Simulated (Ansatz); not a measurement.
# ZrS: the cost of one run

Program: Ansatz 0.2.0. Level of theory: DFT PBEsol, scalar-relativistic, plane waves, PAW. These are calculated values, not measurements.

3 further runs of the same task are left out: 3 set aside as unsound or not needed.

### Step 1. The structure to begin with

It takes space group Fm-3m (No. 225, cubic). Conventional cell: a = 5.250 Å, b = 5.250 Å, c = 5.250 Å, α = 90.00°, β = 90.00°, γ = 90.00°. Zr (site symmetry m-3m) has 6 S at 2.63 Å in its first shell of neighbours. S (site symmetry m-3m) is surrounded by 6 Zr at 2.63 Å.

Coordinates:

```cif
data_structure
_symmetry_space_group_name_H-M 'P 1'
_symmetry_Int_Tables_number 1
_cell_length_a 3.7123
_cell_length_b 3.7123
_cell_length_c 3.7123
_cell_angle_alpha 60.000
_cell_angle_beta 60.000
_cell_angle_gamma 60.000
_cell_volume 36.18
loop_
_atom_site_label
_atom_site_type_symbol
_atom_site_fract_x
_atom_site_fract_y
_atom_site_fract_z
_atom_site_occupancy
Zr1 Zr 0.50000 0.50000 0.50000 1
S1 S 0.00000 0.00000 0.00000 1
```

The cell is the measured one, not relaxed. An earlier run on this cell at PBEsol gave -6.54 GPa at 18.088 Å³/atom (12×12×12 mesh), metallic. The cell is stretched at this level.

### Step 2. Bands on a fine mesh, Fermi surface

Input file input.yaml:

```yaml
crystal:
  lattice:
    - [0.0, 2.6250004535, 2.6250004535]
    - [2.6250004535, 0.0, 2.6250004535]
    - [2.6250004535, 2.6250004535, 0.0]
  atoms:
    - { symbol: Zr, position: [0.5, 0.5, 0.5] }
    - { symbol: S, position: [0.0, 0.0, 0.0] }
basis:
  ecutwfc: 420
  ecutrho_ratio: 4
kpoints:
  mp_grid: { grid: [12, 12, 12] }
hamiltonian:
  xc: pbesol
scf:
  occupations: { method: gaussian, width: 0.05 }
output:
  forces: true
  stress: true
  eigenvalues: true
  eigenstates:
    nscf_kmesh: { grid: [20, 20, 20] }
    de_dk: true
    e_range: [-2.5, 2.5]
  write_density: true
  write_potential: true
  elf: true
  volumetric_format: npy
```

On the command line:

```sh
$ ansatz run input.yaml --threads 4 --pin off --max-ram 9216MiB --backend cpu --events-out ev --progress --plain --runs-dir out
```

**Question.** How long does this run take on 4 threads of Intel Xeon 6975P-C (Granite Rapids), shared host, and how much memory does it need?

About 1.6 s, with a peak of 0.41 GiB.
